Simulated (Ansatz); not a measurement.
# AsH+ (doublet): wB97M-V, B2PLYP over a scan of the distance As1–H2, cc-pVQZ, part 2 of 2

Ansatz 0.2.0, Gaussian basis; cc-pVQZ, all electrons in the functionals, frozen cores in the correlation of double hybrids and RPA. The steps go on from the part before.

### 13 B2PLYP, 1.256 Å

in.yaml reads:

```yaml
crystal:
  periodic: [false, false, false]
  atoms:
    - {symbol: As, position_ang: [0.000000, 0.000000, 0.000000]}
    - {symbol: H, position_ang: [0.000000, 0.000000, 1.256000]}
basis:
  gaussian: {orbitals: cc-pVQZ}
total_charge: 1
magnetization: {spin_polarized: true, initial_magnetization: 1}
hamiltonian: {xc: {name: B2PLYP}}
correlation: {electrons: outside_noble_gas}
```

Launch:

```console
$ ansatz run in.yaml --threads 2 --pin off --events-out ev --progress --plain --max-ram 15360MiB --backend cuda --devices 0, --max-vram 18GiB
```

What it wrote (excerpt; [...] marks lines left out):

```text
Functional definition: B2PLYP
  name "B2PLYP"
  cite "Grimme, J. Chem. Phys. 124, 034108 (2006) doi:10.1063/1.2148954"
  cite "Becke, Phys. Rev. A 38, 3098 (1988) doi:10.1103/PhysRevA.38.3098"
  cite "Lee, Yang & Parr, Phys. Rev. B 37, 785 (1988) doi:10.1103/PhysRevB.37.785"
[...]
608 factors; integrals over basis functions are off by at most 7.1e-4 eV
[...]
mean field -60834.67951531 eV, -2235.6332369610 hartree, gradient 1.0e-5 eV, S^2 0.755179; 2 other end points of the search recorded, 0 dependent functions left out
14 core orbitals not correlated: weight in the atoms' cores, before any rotation towards them, 0.999 or more for the frozen orbitals, at most 0.000 for the correlated occupied ones
reference -60834.67962386 eV, -2235.6332409498 hartree; 3, 2 occupied and 81, 82 virtual orbitals, 608 factors
second order -2.87473376 eV of doubles, -0.00000000 eV of singles
Total energy: -60835.45580197 eV, -2235.6617649694 hartree
```

Run time: 5.5 s. Hardware: 1 × H100 (card shared with other runs) with 2 threads of AMD EPYC 7R13, shared host; peak host memory 0.77 GiB.

From the report: ⟨S²⟩ of the determinant 0.755 (pure doublet: 0.75).

### 14 B2PLYP, 1.368 Å

in.yaml, as its differences from that of step 13:

```diff
@@ -4,3 +4,3 @@
     - {symbol: As, position_ang: [0.000000, 0.000000, 0.000000]}
-    - {symbol: H, position_ang: [0.000000, 0.000000, 1.256000]}
+    - {symbol: H, position_ang: [0.000000, 0.000000, 1.368000]}
 basis:
```

Launched as before.

What it wrote (excerpt; [...] marks lines left out):

```text
Functional definition: B2PLYP
  name "B2PLYP"
  cite "Grimme, J. Chem. Phys. 124, 034108 (2006) doi:10.1063/1.2148954"
  cite "Becke, Phys. Rev. A 38, 3098 (1988) doi:10.1103/PhysRevA.38.3098"
  cite "Lee, Yang & Parr, Phys. Rev. B 37, 785 (1988) doi:10.1103/PhysRevB.37.785"
[...]
608 factors; integrals over basis functions are off by at most 1.0e-3 eV
[...]
mean field -60835.42158079 eV, -2235.6605073643 hartree, gradient 1.9e-6 eV, S^2 0.755206; 2 other end points of the search recorded, 0 dependent functions left out
14 core orbitals not correlated: weight in the atoms' cores, before any rotation towards them, 1.000 or more for the frozen orbitals, at most 0.000 for the correlated occupied ones
reference -60835.42169037 eV, -2235.6605113912 hartree; 3, 2 occupied and 81, 82 virtual orbitals, 608 factors
second order -2.89988182 eV of doubles, -0.00000000 eV of singles
Total energy: -60836.20465846 eV, -2235.6892849379 hartree
```

Wall time 1.5 s (1 × H100 (card shared with other runs) with 2 threads of AMD EPYC 7R13, shared host); peak host memory 0.77 GiB.

From the report: ⟨S²⟩ of the determinant 0.755 (pure doublet: 0.75).

### 15 B2PLYP, 1.535 Å

in.yaml, as its differences from that of step 14:

```diff
@@ -4,3 +4,3 @@
     - {symbol: As, position_ang: [0.000000, 0.000000, 0.000000]}
-    - {symbol: H, position_ang: [0.000000, 0.000000, 1.368000]}
+    - {symbol: H, position_ang: [0.000000, 0.000000, 1.534800]}
 basis:
```

The command is unchanged.

What it wrote (excerpt; [...] marks lines left out):

```text
Functional definition: B2PLYP
  name "B2PLYP"
  cite "Grimme, J. Chem. Phys. 124, 034108 (2006) doi:10.1063/1.2148954"
  cite "Becke, Phys. Rev. A 38, 3098 (1988) doi:10.1103/PhysRevA.38.3098"
  cite "Lee, Yang & Parr, Phys. Rev. B 37, 785 (1988) doi:10.1103/PhysRevB.37.785"
[...]
605 factors; integrals over basis functions are off by at most 1.2e-3 eV
[...]
mean field -60835.71157556 eV, -2235.6711644756 hartree, gradient 3.8e-6 eV, S^2 0.755324; 2 other end points of the search recorded, 0 dependent functions left out
14 core orbitals not correlated: weight in the atoms' cores, before any rotation towards them, 1.000 or more for the frozen orbitals, at most 0.000 for the correlated occupied ones
reference -60835.71168710 eV, -2235.6711685746 hartree; 3, 2 occupied and 81, 82 virtual orbitals, 605 factors
second order -2.95038701 eV of doubles, -0.00000000 eV of singles
Total energy: -60836.50829160 eV, -2235.7004432498 hartree
```

Run time: 7 s. Hardware: 1 × H100 (card shared with other runs) with 2 threads of AMD EPYC 7R13, shared host; peak host memory 0.77 GiB.

From the report: ⟨S²⟩ of the determinant 0.755 (pure doublet: 0.75).

### 16 B2PLYP, 1.658 Å

in.yaml, as its differences from that of step 15:

```diff
@@ -4,3 +4,3 @@
     - {symbol: As, position_ang: [0.000000, 0.000000, 0.000000]}
-    - {symbol: H, position_ang: [0.000000, 0.000000, 1.534800]}
+    - {symbol: H, position_ang: [0.000000, 0.000000, 1.658000]}
 basis:
```

Launched as before.

What it wrote (excerpt; [...] marks lines left out):

```text
Functional definition: B2PLYP
  name "B2PLYP"
  cite "Grimme, J. Chem. Phys. 124, 034108 (2006) doi:10.1063/1.2148954"
  cite "Becke, Phys. Rev. A 38, 3098 (1988) doi:10.1103/PhysRevA.38.3098"
  cite "Lee, Yang & Parr, Phys. Rev. B 37, 785 (1988) doi:10.1103/PhysRevB.37.785"
[...]
604 factors; integrals over basis functions are off by at most 1.1e-3 eV
[...]
mean field -60835.57604098 eV, -2235.6661836717 hartree, gradient 6.9e-6 eV, S^2 0.755638; 2 other end points of the search recorded, 0 dependent functions left out
14 core orbitals not correlated: weight in the atoms' cores, before any rotation towards them, 1.000 or more for the frozen orbitals, at most 0.000 for the correlated occupied ones
reference -60835.57615378 eV, -2235.6661878169 hartree; 3, 2 occupied and 81, 82 virtual orbitals, 604 factors
second order -2.99913195 eV of doubles, -0.00000000 eV of singles
Total energy: -60836.38591941 eV, -2235.6959461548 hartree
```

It took 6.5 s on 1 × H100 (card shared with other runs) with 2 threads of AMD EPYC 7R13, shared host; peak host memory 0.77 GiB.

From the report: ⟨S²⟩ of the determinant 0.756 (pure doublet: 0.75).

From 1.535 Å: +11.8 kJ/mol.

### 17 B2PLYP, 1.902 Å

in.yaml, as its differences from that of step 16:

```diff
@@ -4,3 +4,3 @@
     - {symbol: As, position_ang: [0.000000, 0.000000, 0.000000]}
-    - {symbol: H, position_ang: [0.000000, 0.000000, 1.658000]}
+    - {symbol: H, position_ang: [0.000000, 0.000000, 1.902000]}
 basis:
```

Same command.

What it wrote (excerpt; [...] marks lines left out):

```text
Functional definition: B2PLYP
  name "B2PLYP"
  cite "Grimme, J. Chem. Phys. 124, 034108 (2006) doi:10.1063/1.2148954"
  cite "Becke, Phys. Rev. A 38, 3098 (1988) doi:10.1103/PhysRevA.38.3098"
  cite "Lee, Yang & Parr, Phys. Rev. B 37, 785 (1988) doi:10.1103/PhysRevB.37.785"
[...]
602 factors; integrals over basis functions are off by at most 1.1e-3 eV
[...]
mean field -60834.92026897 eV, -2235.6420844947 hartree, gradient 3.6e-6 eV, S^2 0.760286; 2 other end points of the search recorded, 0 dependent functions left out
14 core orbitals not correlated: weight in the atoms' cores, before any rotation towards them, 1.000 or more for the frozen orbitals, at most 0.000 for the correlated occupied ones
reference -60834.92038364 eV, -2235.6420887087 hartree; 3, 2 occupied and 81, 82 virtual orbitals, 602 factors
second order -3.12340362 eV of doubles, -0.00000000 eV of singles
Total energy: -60835.76370262 eV, -2235.6730801095 hartree
```

Wall time 3.2 s (1 × H100 (card shared with other runs) with 2 threads of AMD EPYC 7R13, shared host); peak host memory 0.77 GiB.

From the report: ⟨S²⟩ of the determinant 0.760 (pure doublet: 0.75).

From 1.535 Å: +71.8 kJ/mol.

### 18 B2PLYP, 2.135 Å

in.yaml, as its differences from that of step 17:

```diff
@@ -4,3 +4,3 @@
     - {symbol: As, position_ang: [0.000000, 0.000000, 0.000000]}
-    - {symbol: H, position_ang: [0.000000, 0.000000, 1.902000]}
+    - {symbol: H, position_ang: [0.000000, 0.000000, 2.135000]}
 basis:
```

Launched as before.

What it wrote (excerpt; [...] marks lines left out):

```text
Functional definition: B2PLYP
  name "B2PLYP"
  cite "Grimme, J. Chem. Phys. 124, 034108 (2006) doi:10.1063/1.2148954"
  cite "Becke, Phys. Rev. A 38, 3098 (1988) doi:10.1103/PhysRevA.38.3098"
  cite "Lee, Yang & Parr, Phys. Rev. B 37, 785 (1988) doi:10.1103/PhysRevB.37.785"
[...]
600 factors; integrals over basis functions are off by at most 9.0e-4 eV
[...]
mean field -60834.17069608 eV, -2235.6145381990 hartree, gradient 2.9e-6 eV, S^2 0.881150; 4 other end points of the search recorded, 0 dependent functions left out
14 core orbitals not correlated: weight in the atoms' cores, before any rotation towards them, 1.000 or more for the frozen orbitals, at most 0.000 for the correlated occupied ones
reference -60834.17081200 eV, -2235.6145424590 hartree; 3, 2 occupied and 81, 82 virtual orbitals, 600 factors
second order -3.06066727 eV of doubles, -0.00000000 eV of singles
Total energy: -60834.99719216 eV, -2235.6449113699 hartree
```

Run time: 2 s. Hardware: 1 × H100 (card shared with other runs) with 2 threads of AMD EPYC 7R13, shared host; peak host memory 0.77 GiB.

From the report: ⟨S²⟩ of the determinant 0.881 (pure doublet: 0.75).

From 1.535 Å: +145.8 kJ/mol.

### 19 B2PLYP, 2.426 Å

in.yaml, as its differences from that of step 18:

```diff
@@ -4,3 +4,3 @@
     - {symbol: As, position_ang: [0.000000, 0.000000, 0.000000]}
-    - {symbol: H, position_ang: [0.000000, 0.000000, 2.135000]}
+    - {symbol: H, position_ang: [0.000000, 0.000000, 2.426000]}
 basis:
```

Same command.

What it wrote (excerpt; [...] marks lines left out):

```text
Functional definition: B2PLYP
  name "B2PLYP"
  cite "Grimme, J. Chem. Phys. 124, 034108 (2006) doi:10.1063/1.2148954"
  cite "Becke, Phys. Rev. A 38, 3098 (1988) doi:10.1103/PhysRevA.38.3098"
  cite "Lee, Yang & Parr, Phys. Rev. B 37, 785 (1988) doi:10.1103/PhysRevB.37.785"
[...]
593 factors; integrals over basis functions are off by at most 1.7e-3 eV
[...]
mean field -60833.53596620 eV, -2235.5912123063 hartree, gradient 3.0e-6 eV, S^2 1.281532; 5 other end points of the search recorded, 0 dependent functions left out
14 core orbitals not correlated: weight in the atoms' cores, before any rotation towards them, 1.000 or more for the frozen orbitals, at most 0.000 for the correlated occupied ones
reference -60833.53608510 eV, -2235.5912166759 hartree; 3, 2 occupied and 81, 82 virtual orbitals, 593 factors
second order -2.48356263 eV of doubles, -0.00000000 eV of singles
Total energy: -60834.20664702 eV, -2235.6158593715 hartree
```

Run time: 10 s. Hardware: 1 × H100 (card shared with other runs) with 2 threads of AMD EPYC 7R13, shared host; peak host memory 0.78 GiB.

From the report: ⟨S²⟩ of the determinant 1.282 (pure doublet: 0.75). The determinant is far from a pure spin state, so its energy mixes those of several spin states (harmless only where they are near-degenerate, as at dissociation).

From 1.535 Å: +222.1 kJ/mol.

### 20 B2PLYP, 2.817 Å

in.yaml, as its differences from that of step 19:

```diff
@@ -4,3 +4,3 @@
     - {symbol: As, position_ang: [0.000000, 0.000000, 0.000000]}
-    - {symbol: H, position_ang: [0.000000, 0.000000, 2.426000]}
+    - {symbol: H, position_ang: [0.000000, 0.000000, 2.817000]}
 basis:
```

Launched as before.

What it wrote (excerpt; [...] marks lines left out):

```text
Functional definition: B2PLYP
  name "B2PLYP"
  cite "Grimme, J. Chem. Phys. 124, 034108 (2006) doi:10.1063/1.2148954"
  cite "Becke, Phys. Rev. A 38, 3098 (1988) doi:10.1103/PhysRevA.38.3098"
  cite "Lee, Yang & Parr, Phys. Rev. B 37, 785 (1988) doi:10.1103/PhysRevB.37.785"
[...]
591 factors; integrals over basis functions are off by at most 9.2e-4 eV
[...]
mean field -60833.15829698 eV, -2235.5773332184 hartree, gradient 5.3e-8 eV, S^2 1.638073; 13 other end points of the search recorded, 0 dependent functions left out
14 core orbitals not correlated: weight in the atoms' cores, before any rotation towards them, 1.000 or more for the frozen orbitals, at most 0.000 for the correlated occupied ones
reference -60833.15841913 eV, -2235.5773377071 hartree; 3, 2 occupied and 81, 82 virtual orbitals, 591 factors
second order -2.11497068 eV of doubles, -0.00000000 eV of singles
Total energy: -60833.72946121 eV, -2235.5983231166 hartree
```

Run time: 6 s. Hardware: 1 × H100 (card shared with other runs) with 2 threads of AMD EPYC 7R13, shared host; peak host memory 0.77 GiB.

From the report: ⟨S²⟩ of the determinant 1.638 (pure doublet: 0.75). The determinant is far from a pure spin state, so its energy mixes those of several spin states (harmless only where they are near-degenerate, as at dissociation).

From 1.535 Å: +268.1 kJ/mol.

### 21 B2PLYP, 3.310 Å

in.yaml, as its differences from that of step 20:

```diff
@@ -4,3 +4,3 @@
     - {symbol: As, position_ang: [0.000000, 0.000000, 0.000000]}
-    - {symbol: H, position_ang: [0.000000, 0.000000, 2.817000]}
+    - {symbol: H, position_ang: [0.000000, 0.000000, 3.310000]}
 basis:
```

The command is unchanged.

What it wrote (excerpt; [...] marks lines left out):

```text
Functional definition: B2PLYP
  name "B2PLYP"
  cite "Grimme, J. Chem. Phys. 124, 034108 (2006) doi:10.1063/1.2148954"
  cite "Becke, Phys. Rev. A 38, 3098 (1988) doi:10.1103/PhysRevA.38.3098"
  cite "Lee, Yang & Parr, Phys. Rev. B 37, 785 (1988) doi:10.1103/PhysRevB.37.785"
[...]
591 factors; integrals over basis functions are off by at most 7.5e-4 eV
[...]
mean field -60832.99086504 eV, -2235.5711802081 hartree, gradient 3.0e-9 eV, S^2 1.754723; 10 other end points of the search recorded, 0 dependent functions left out
14 core orbitals not correlated: weight in the atoms' cores, before any rotation towards them, 1.000 or more for the frozen orbitals, at most 0.000 for the correlated occupied ones
reference -60832.99099468 eV, -2235.5711849723 hartree; 3, 2 occupied and 81, 82 virtual orbitals, 591 factors
second order -2.00190556 eV of doubles, -0.00000000 eV of singles
Total energy: -60833.53150918 eV, -2235.5910485138 hartree
```

Run time: 21 s. Hardware: 1 × H100 (card shared with other runs) with 2 threads of AMD EPYC 7R13, shared host; peak host memory 0.79 GiB.

From the report: ⟨S²⟩ of the determinant 1.755 (pure doublet: 0.75). The determinant is far from a pure spin state, so its energy mixes those of several spin states (harmless only where they are near-degenerate, as at dissociation).

From 1.535 Å: +287.2 kJ/mol.

### 22 B2PLYP, 4.081 Å

in.yaml, as its differences from that of step 21:

```diff
@@ -4,3 +4,3 @@
     - {symbol: As, position_ang: [0.000000, 0.000000, 0.000000]}
-    - {symbol: H, position_ang: [0.000000, 0.000000, 3.310000]}
+    - {symbol: H, position_ang: [0.000000, 0.000000, 4.081000]}
 basis:
```

The command is unchanged.

What it wrote (excerpt; [...] marks lines left out):

```text
Functional definition: B2PLYP
  name "B2PLYP"
  cite "Grimme, J. Chem. Phys. 124, 034108 (2006) doi:10.1063/1.2148954"
  cite "Becke, Phys. Rev. A 38, 3098 (1988) doi:10.1103/PhysRevA.38.3098"
  cite "Lee, Yang & Parr, Phys. Rev. B 37, 785 (1988) doi:10.1103/PhysRevB.37.785"
[...]
591 factors; integrals over basis functions are off by at most 8.4e-4 eV
[...]
mean field -60832.88701771 eV, -2235.5673638890 hartree, gradient 1.4e-6 eV, S^2 1.754354; 10 other end points of the search recorded, 0 dependent functions left out
14 core orbitals not correlated: weight in the atoms' cores, before any rotation towards them, 1.000 or more for the frozen orbitals, at most 0.000 for the correlated occupied ones
reference -60832.88715618 eV, -2235.5673689776 hartree; 3, 2 occupied and 81, 82 virtual orbitals, 591 factors
second order -1.96247006 eV of doubles, -0.00000000 eV of singles
Total energy: -60833.41702309 eV, -2235.5868412276 hartree
```

Wall time 5.5 s (1 × H100 (card shared with other runs) with 2 threads of AMD EPYC 7R13, shared host); peak host memory 0.8 GiB.

From the report: ⟨S²⟩ of the determinant 1.754 (pure doublet: 0.75). The determinant is far from a pure spin state, so its energy mixes those of several spin states (harmless only where they are near-degenerate, as at dissociation).

From 1.535 Å: +298.3 kJ/mol.

### 23 B2PLYP, 5.241 Å

in.yaml, as its differences from that of step 22:

```diff
@@ -4,3 +4,3 @@
     - {symbol: As, position_ang: [0.000000, 0.000000, 0.000000]}
-    - {symbol: H, position_ang: [0.000000, 0.000000, 4.081000]}
+    - {symbol: H, position_ang: [0.000000, 0.000000, 5.241000]}
 basis:
```

Same command.

What it wrote (excerpt; [...] marks lines left out):

```text
Functional definition: B2PLYP
  name "B2PLYP"
  cite "Grimme, J. Chem. Phys. 124, 034108 (2006) doi:10.1063/1.2148954"
  cite "Becke, Phys. Rev. A 38, 3098 (1988) doi:10.1103/PhysRevA.38.3098"
  cite "Lee, Yang & Parr, Phys. Rev. B 37, 785 (1988) doi:10.1103/PhysRevB.37.785"
[...]
591 factors; integrals over basis functions are off by at most 1.1e-3 eV
[...]
mean field -60832.85621351 eV, -2235.5662318555 hartree, gradient 3.6e-7 eV, S^2 1.754304; 11 other end points of the search recorded, 0 dependent functions left out
14 core orbitals not correlated: weight in the atoms' cores, before any rotation towards them, 1.000 or more for the frozen orbitals, at most 0.000 for the correlated occupied ones
reference -60832.85636748 eV, -2235.5662375139 hartree; 3, 2 occupied and 81, 82 virtual orbitals, 591 factors
second order -1.94985786 eV of doubles, -0.00000000 eV of singles
Total energy: -60833.38282910 eV, -2235.5855846216 hartree
```

Wall time 6.5 s (1 × H100 (card shared with other runs) with 2 threads of AMD EPYC 7R13, shared host); peak host memory 0.8 GiB.

From the report: ⟨S²⟩ of the determinant 1.754 (pure doublet: 0.75). The determinant is far from a pure spin state, so its energy mixes those of several spin states (harmless only where they are near-degenerate, as at dissociation).

From 1.535 Å: +301.6 kJ/mol.

### 24 Against the wave-function levels

The yardstick is UCCSDT(Q), where the cluster series has nearly closed. It comes from earlier runs at the same points. Energies in kJ/mol, counted from 1.535 Å; blanks weren't run or aren't comparable.

| level | 1.256 Å | 1.368 Å | 1.535 Å | 1.658 Å | 1.902 Å | 2.135 Å | 2.426 Å | 2.817 Å | 3.310 Å | 4.081 Å | 5.241 Å |
| --- | --- | --- | --- | --- | --- | --- | --- | --- | --- | --- | --- |
| UCCSDT(Q) | 104.2 | 30.5 | 0.0 | 10.9 | 67.6 | 132.4 | 201.7 |  |  |  |  |
| wB97M-V | 98.4 | 27.6 | 0.0 | 12.9 | 75.4 | 149.5 | 225.4 | 270.2 | 288.0 | 298.8 | 302.8 |
| B2PLYP | 101.5 | 29.3 | 0.0 | 11.8 | 71.8 | 145.8 | 222.1 | 268.1 | 287.2 | 298.3 | 301.6 |

Largest miss and mean time a point (UCCSDT(Q) took 13 s a point; shared hosts):

| level | largest miss (kJ/mol) | where | time a point |
| --- | --- | --- | --- |
| wB97M-V | +23.7 | 2.426 Å | 6.7 s |
| B2PLYP | +20.4 | 2.426 Å | 6.8 s |

### 25 Results

The summary covers parts 1 to 2.

| quantity | value |
| --- | --- |
| span of the UCCSDT(Q) curve (points where it is known) | 201.7 kJ/mol |
| largest miss, wB97M-V | +23.7 kJ/mol (2.426 Å) |
| largest miss, B2PLYP | +20.4 kJ/mol (2.426 Å) |

In words: Misses are known at 6 of 10 points at best, and only functionals with that many are ranked. Of the functionals, B2PLYP keep the smallest largest miss at the points compared (at most 20.4 kJ/mol) and wB97M-V strays most (23.7 kJ/mol, at 2.426 Å). wB97M-V, B2PLYP clearly break the spin symmetry at some points (⟨S²⟩ up to 1.00 above the pure value), so energy there is bought with a mixed spin. Functionals and the yardstick converge differently with the basis, so part of each miss in cc-pVQZ is the basis.
